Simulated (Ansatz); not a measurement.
Born–Oppenheimer molecular dynamics of a periodic cell of 23 atoms, Li3Mn4F16 (host LiMnF4, host structure C2/m, one Li atom removed). It starts from an unrelaxed structure (largest force component 1.28 eV/Å).

Level of theory: Ansatz 0.2.0, DFT PBEsol, scalar-relativistic, plane waves, PAW. Settings: accuracy low, cutoff 420 eV, k mesh 2x2x2, fermi-dirac smearing 0.05 eV, spin collinear.

```
ensemble        : NVT, Langevin thermostat
time step       : 1 fs
steps asked     : 100
set temperature : 700 K
friction        : 0.05 /fs
seed            : 32627
```

Frames 2 fs apart, positions in Å, forces in eV/Å.

Velocities at 70.0 fs (Å/ps):

```
Li 6.47 -3.95 11.57
Mn -0.38 1.89 -0.37
F 0.93 -13.77 -2.29
F -0.49 -6.45 4.49
F 0.24 -3.32 0.19
F 3.19 11.76 -1.49
Li -9.87 5.48 0.27
Mn -2.30 0.98 -4.50
F -1.70 -0.65 -14.75
F -3.90 -0.04 6.68
F 2.98 1.47 6.89
F -2.85 -2.22 5.66
Li 7.53 3.63 -12.52
Mn -2.66 6.06 3.41
F 4.51 -0.24 -2.87
F -0.47 -7.39 4.11
F -4.37 0.06 -3.32
F 0.62 -0.07 -7.75
Mn 4.43 0.26 2.53
F -6.82 -5.15 -3.95
F -17.64 -2.54 2.38
F -1.97 -3.88 -5.52
F 12.19 4.17 -1.39
```

```xyz
23
Lattice="-6.5632 0.0000 0.0000 0.0000 -6.2410 0.0000 -0.3552 0.0000 6.2275" Properties=species:S:1:pos:R:3:forces:R:3 time_fs=70.0 energy_less_start_eV=1.543 T=711
Li 0.099 -2.952 0.121 -0.15 -0.38 -0.34
Mn -3.522 -3.138 1.639 0.60 3.26 -0.37
F -0.188 -1.819 1.570 -0.25 0.00 0.26
F -0.101 -4.456 1.568 -0.26 0.69 -0.86
F -2.333 -3.186 3.282 -0.06 0.38 -0.53
F -4.542 -3.191 0.048 -0.47 -0.16 -0.18
Li -0.297 -3.471 2.965 0.05 0.68 1.02
Mn -3.660 -3.175 4.671 -0.52 -3.38 -0.34
F -0.095 -1.923 4.686 -0.59 -0.34 -0.25
F -0.142 -4.571 4.798 -0.09 0.08 -0.17
F -2.535 -3.041 6.135 0.78 -0.54 0.75
F -4.926 -2.891 2.935 0.84 -0.71 0.66
Li -3.215 -0.441 -0.242 -0.11 1.04 0.99
Mn -0.115 0.003 1.603 0.71 -0.62 0.30
F -3.495 -4.779 1.749 0.12 -3.11 -0.17
F -3.309 -1.363 1.450 0.09 0.10 0.09
F -5.529 0.195 2.965 0.18 -0.84 0.62
F -1.066 0.035 0.068 -1.80 -0.32 -0.61
Mn -0.237 -0.146 4.686 1.51 1.49 0.67
F -3.720 -4.910 4.619 0.08 -0.92 0.32
F -3.841 -1.543 4.745 -0.20 3.91 -0.81
F -5.629 -0.231 6.274 -0.14 0.26 -0.59
F -1.380 0.109 3.300 -0.33 -0.57 -0.45
23
Lattice="-6.5632 0.0000 0.0000 0.0000 -6.2410 0.0000 -0.3552 0.0000 6.2275" Properties=species:S:1:pos:R:3:forces:R:3 time_fs=72.0 energy_less_start_eV=1.524 T=593
Li 0.102 -2.961 0.134 -0.16 -0.35 -0.43
Mn -3.521 -3.130 1.636 0.48 2.55 -0.32
F -0.186 -1.843 1.567 -0.26 0.49 0.28
F -0.103 -4.466 1.579 -0.26 1.07 -0.90
F -2.337 -3.192 3.284 -0.05 0.41 -0.54
F -4.544 -3.171 0.042 -0.47 -0.26 -0.12
Li -0.316 -3.465 2.969 0.07 0.72 1.00
Mn -3.664 -3.176 4.664 -0.50 -3.32 -0.13
F -0.099 -1.926 4.660 -0.60 -0.21 -0.16
F -0.149 -4.570 4.806 -0.04 0.13 -0.17
F -2.530 -3.043 6.149 0.61 -0.52 0.56
F -4.934 -2.896 2.945 0.98 -0.75 0.54
Li -3.212 -0.445 -0.258 -0.08 1.11 1.06
Mn -0.119 0.014 1.606 0.57 -1.51 0.02
F -3.488 -4.782 1.742 0.10 -2.79 -0.21
F -3.314 -1.377 1.456 0.13 0.52 0.06
F -5.537 0.192 2.960 0.40 -0.81 0.74
F -1.063 0.033 0.054 -1.74 -0.33 -0.43
Mn -0.228 -0.142 4.689 1.51 1.25 0.64
F -3.731 -4.917 4.614 0.11 -0.75 0.34
F -3.873 -1.542 4.748 -0.13 3.64 -0.88
F -5.628 -0.235 6.259 -0.13 0.26 -0.49
F -1.357 0.117 3.297 -0.54 -0.56 -0.48
23
Lattice="-6.5632 0.0000 0.0000 0.0000 -6.2410 0.0000 -0.3552 0.0000 6.2275" Properties=species:S:1:pos:R:3:forces:R:3 time_fs=74.0 energy_less_start_eV=1.464 T=423
Li 0.099 -2.969 0.134 -0.16 -0.32 -0.47
Mn -3.515 -3.120 1.627 0.31 1.52 -0.09
F -0.185 -1.868 1.564 -0.28 0.87 0.26
F -0.106 -4.476 1.586 -0.25 1.34 -0.91
F -2.346 -3.199 3.286 0.00 0.45 -0.54
F -4.545 -3.157 0.036 -0.48 -0.32 -0.10
Li -0.333 -3.458 2.971 0.11 0.74 0.96
Mn -3.668 -3.180 4.663 -0.62 -2.82 -0.09
F -0.101 -1.928 4.634 -0.64 -0.01 -0.06
F -0.153 -4.571 4.811 -0.03 0.25 -0.14
F -2.529 -3.049 6.162 0.53 -0.48 0.44
F -4.944 -2.901 2.954 1.14 -0.78 0.41
Li -3.208 -0.458 -0.265 -0.05 1.19 1.12
Mn -0.124 0.021 1.603 0.62 -2.15 0.04
F -3.482 -4.787 1.740 0.07 -2.28 -0.27
F -3.312 -1.389 1.458 0.17 1.01 0.04
F -5.540 0.183 2.962 0.44 -0.79 0.67
F -1.064 0.027 0.043 -1.68 -0.33 -0.35
Mn -0.221 -0.134 4.689 1.56 0.86 0.55
F -3.736 -4.926 4.615 0.14 -0.57 0.35
F -3.901 -1.532 4.747 0.00 2.89 -0.97
F -5.623 -0.234 6.244 -0.17 0.26 -0.39
F -1.336 0.119 3.290 -0.74 -0.54 -0.47
23
Lattice="-6.5632 0.0000 0.0000 0.0000 -6.2410 0.0000 -0.3552 0.0000 6.2275" Properties=species:S:1:pos:R:3:forces:R:3 time_fs=76.0 energy_less_start_eV=1.346 T=496
Li 0.102 -2.975 0.129 -0.18 -0.29 -0.47
Mn -3.510 -3.111 1.619 0.20 0.50 0.16
F -0.189 -1.887 1.564 -0.29 1.10 0.21
F -0.107 -4.482 1.581 -0.24 1.45 -0.83
F -2.350 -3.203 3.289 -0.04 0.46 -0.52
F -4.550 -3.145 0.035 -0.47 -0.36 -0.09
Li -0.353 -3.447 2.978 0.16 0.71 0.84
Mn -3.675 -3.188 4.667 -0.70 -2.01 -0.09
F -0.107 -1.923 4.610 -0.65 0.10 0.05
F -0.154 -4.569 4.813 -0.02 0.39 -0.11
F -2.525 -3.057 6.177 0.42 -0.46 0.35
F -4.957 -2.905 2.958 1.30 -0.80 0.32
Li -3.204 -0.456 -0.266 -0.03 1.18 1.10
Mn -0.127 0.021 1.595 0.73 -2.45 0.21
F -3.480 -4.797 1.742 0.06 -1.68 -0.34
F -3.305 -1.398 1.461 0.19 1.40 0.02
F -5.537 0.171 2.965 0.33 -0.74 0.53
F -1.074 0.019 0.033 -1.55 -0.31 -0.32
Mn -0.214 -0.122 4.689 1.56 0.48 0.41
F -3.742 -4.935 4.622 0.15 -0.48 0.36
F -3.922 -1.517 4.744 0.17 2.02 -1.00
F -5.617 -0.236 6.241 -0.28 0.29 -0.34
F -1.321 0.121 3.280 -0.82 -0.49 -0.43
23
Lattice="-6.5632 0.0000 0.0000 0.0000 -6.2410 0.0000 -0.3552 0.0000 6.2275" Properties=species:S:1:pos:R:3:forces:R:3 time_fs=78.0 energy_less_start_eV=1.238 T=511
Li 0.104 -2.979 0.126 -0.20 -0.27 -0.46
Mn -3.504 -3.101 1.613 0.03 -0.60 0.34
F -0.193 -1.901 1.563 -0.29 1.26 0.19
F -0.106 -4.489 1.573 -0.23 1.53 -0.75
F -2.348 -3.208 3.291 -0.10 0.46 -0.50
F -4.563 -3.135 0.036 -0.34 -0.38 -0.08
Li -0.377 -3.445 2.989 0.22 0.65 0.72
Mn -3.676 -3.197 4.670 -0.88 -1.08 -0.09
F -0.117 -1.910 4.590 -0.65 0.10 0.13
F -0.154 -4.563 4.808 -0.05 0.43 -0.05
F -2.522 -3.069 6.189 0.32 -0.42 0.28
F -4.969 -2.913 2.964 1.45 -0.80 0.25
Li -3.200 -0.444 -0.257 -0.04 1.12 1.01
Mn -0.130 0.020 1.589 0.89 -2.68 0.45
F -3.480 -4.810 1.744 0.05 -1.02 -0.41
F -3.302 -1.405 1.463 0.23 1.79 0.01
F -5.533 0.157 2.975 0.18 -0.69 0.35
F -1.081 -0.001 0.029 -1.43 -0.26 -0.37
Mn -0.209 -0.113 4.690 1.54 0.31 0.23
F -3.750 -4.944 4.631 0.18 -0.38 0.35
F -3.942 -1.496 4.744 0.38 1.06 -0.98
F -5.607 -0.239 6.238 -0.43 0.34 -0.29
F -1.311 0.122 3.267 -0.84 -0.46 -0.36
23
Lattice="-6.5632 0.0000 0.0000 0.0000 -6.2410 0.0000 -0.3552 0.0000 6.2275" Properties=species:S:1:pos:R:3:forces:R:3 time_fs=80.0 energy_less_start_eV=1.143 T=578
Li 0.113 -2.978 0.117 -0.25 -0.24 -0.40
Mn -3.499 -3.095 1.605 -0.07 -1.53 0.55
F -0.194 -1.913 1.569 -0.28 1.39 0.14
F -0.109 -4.492 1.563 -0.21 1.48 -0.64
F -2.346 -3.217 3.291 -0.17 0.48 -0.47
F -4.577 -3.124 0.038 -0.21 -0.40 -0.09
Li -0.393 -3.446 3.017 0.28 0.59 0.56
Mn -3.678 -3.203 4.673 -1.03 -0.51 -0.14
F -0.128 -1.899 4.576 -0.64 0.05 0.19
F -0.155 -4.562 4.807 -0.06 0.57 0.00
F -2.523 -3.076 6.204 0.24 -0.40 0.21
F -4.976 -2.924 2.966 1.55 -0.79 0.21
Li -3.196 -0.422 -0.239 -0.08 0.98 0.83
Mn -0.130 0.017 1.582 1.03 -2.74 0.73
F -3.475 -4.826 1.746 0.03 -0.46 -0.49
F -3.295 -1.411 1.465 0.25 2.10 0.01
F -5.524 0.142 2.988 -0.03 -0.62 0.15
F -1.089 -0.022 0.028 -1.30 -0.20 -0.42
Mn -0.205 -0.103 4.691 1.47 0.07 -0.03
F -3.759 -4.959 4.644 0.23 -0.08 0.36
F -3.962 -1.473 4.740 0.60 0.31 -0.85
F -5.597 -0.244 6.229 -0.57 0.39 -0.19
F -1.306 0.124 3.251 -0.76 -0.43 -0.23
23
Lattice="-6.5632 0.0000 0.0000 0.0000 -6.2410 0.0000 -0.3552 0.0000 6.2275" Properties=species:S:1:pos:R:3:forces:R:3 time_fs=82.0 energy_less_start_eV=1.077 T=649
Li 0.125 -2.981 0.111 -0.33 -0.21 -0.34
Mn -3.497 -3.090 1.594 -0.07 -2.24 0.80
F -0.193 -1.923 1.575 -0.28 1.48 0.06
F -0.119 -4.495 1.555 -0.19 1.40 -0.55
F -2.342 -3.222 3.292 -0.28 0.48 -0.44
F -4.591 -3.113 0.041 -0.08 -0.43 -0.12
Li -0.396 -3.439 3.046 0.29 0.52 0.40
Mn -3.682 -3.208 4.676 -1.09 -0.14 -0.24
F -0.137 -1.889 4.564 -0.62 0.03 0.25
F -0.155 -4.557 4.807 -0.08 0.60 0.02
F -2.524 -3.084 6.211 0.16 -0.38 0.16
F -4.987 -2.946 2.966 1.67 -0.73 0.22
Li -3.193 -0.387 -0.220 -0.14 0.82 0.63
Mn -0.132 0.014 1.574 1.15 -2.75 0.99
F -3.466 -4.847 1.752 0.01 0.13 -0.60
F -3.287 -1.412 1.466 0.23 2.17 0.03
F -5.516 0.126 2.995 -0.21 -0.54 -0.01
F -1.103 -0.039 0.027 -1.13 -0.16 -0.49
Mn -0.201 -0.095 4.691 1.41 -0.10 -0.20
F -3.762 -4.976 4.657 0.25 0.25 0.37
F -3.979 -1.452 4.735 0.79 -0.26 -0.71
F -5.585 -0.247 6.224 -0.76 0.44 -0.12
F -1.299 0.118 3.235 -0.70 -0.38 -0.12
23
Lattice="-6.5632 0.0000 0.0000 0.0000 -6.2410 0.0000 -0.3552 0.0000 6.2275" Properties=species:S:1:pos:R:3:forces:R:3 time_fs=84.0 energy_less_start_eV=1.016 T=559
Li 0.128 -2.979 0.116 -0.39 -0.22 -0.34
Mn -3.496 -3.084 1.584 -0.03 -2.84 1.00
F -0.187 -1.921 1.578 -0.28 1.50 0.03
F -0.128 -4.489 1.546 -0.18 1.08 -0.49
F -2.341 -3.221 3.292 -0.38 0.48 -0.43
F -4.604 -3.105 0.044 0.02 -0.45 -0.14
Li -0.395 -3.440 3.071 0.29 0.48 0.32
Mn -3.686 -3.214 4.676 -1.12 0.09 -0.27
F -0.146 -1.883 4.552 -0.59 0.09 0.31
F -0.160 -4.546 4.802 -0.08 0.50 0.05
F -2.525 -3.090 6.217 0.07 -0.36 0.10
F -5.001 -2.979 2.972 1.77 -0.63 0.22
Li -3.190 -0.352 -0.194 -0.19 0.66 0.42
Mn -0.136 0.008 1.568 1.19 -2.44 1.05
F -3.457 -4.870 1.754 0.00 0.69 -0.70
F -3.279 -1.408 1.466 0.20 2.11 0.07
F -5.511 0.109 3.001 -0.32 -0.46 -0.12
F -1.118 -0.055 0.021 -0.93 -0.12 -0.46
Mn -0.195 -0.088 4.689 1.34 -0.18 -0.33
F -3.756 -4.996 4.668 0.25 0.55 0.37
F -3.994 -1.437 4.729 0.94 -0.66 -0.55
F -5.578 -0.242 6.220 -0.90 0.46 -0.06
F -1.291 0.116 3.221 -0.69 -0.35 -0.04
23
Lattice="-6.5632 0.0000 0.0000 0.0000 -6.2410 0.0000 -0.3552 0.0000 6.2275" Properties=species:S:1:pos:R:3:forces:R:3 time_fs=86.0 energy_less_start_eV=0.962 T=624
Li 0.127 -2.973 0.124 -0.42 -0.23 -0.37
Mn -3.498 -3.078 1.577 0.07 -3.08 1.14
F -0.183 -1.911 1.579 -0.26 1.43 0.03
F -0.134 -4.482 1.533 -0.17 0.78 -0.43
F -2.338 -3.216 3.293 -0.49 0.44 -0.42
F -4.612 -3.105 0.044 0.07 -0.43 -0.15
Li -0.399 -3.441 3.082 0.28 0.46 0.28
Mn -3.692 -3.218 4.678 -1.09 0.19 -0.32
F -0.155 -1.884 4.540 -0.56 0.29 0.40
F -0.159 -4.539 4.797 -0.08 0.47 0.07
F -2.523 -3.101 6.224 -0.01 -0.30 0.05
F -5.005 -3.013 2.974 1.80 -0.52 0.21
Li -3.182 -0.309 -0.160 -0.26 0.50 0.21
Mn -0.138 0.004 1.563 1.19 -2.10 1.05
F -3.452 -4.887 1.752 -0.01 1.07 -0.76
F -3.265 -1.399 1.467 0.14 1.86 0.09
F -5.505 0.092 3.003 -0.40 -0.37 -0.19
F -1.132 -0.068 0.011 -0.71 -0.07 -0.38
Mn -0.190 -0.078 4.690 1.31 -0.46 -0.44
F -3.749 -5.015 4.683 0.25 0.85 0.34
F -4.012 -1.425 4.723 1.06 -0.92 -0.36
F -5.568 -0.230 6.221 -1.05 0.45 -0.05
F -1.282 0.117 3.212 -0.68 -0.31 0.00
```

Of the whole run (100 fs, mean temperature of the second half 691 K): A run of 0.1 ps of so small a system gives no equilibrium averages. No Hubbard correction was used and the magnetic state wasn't searched. Limits of this set-up: coarse k mesh, low accuracy level.

The run took 34 min on 2 threads of Arm Neoverse V1, with other jobs on the host, peak memory 0.86 GiB.
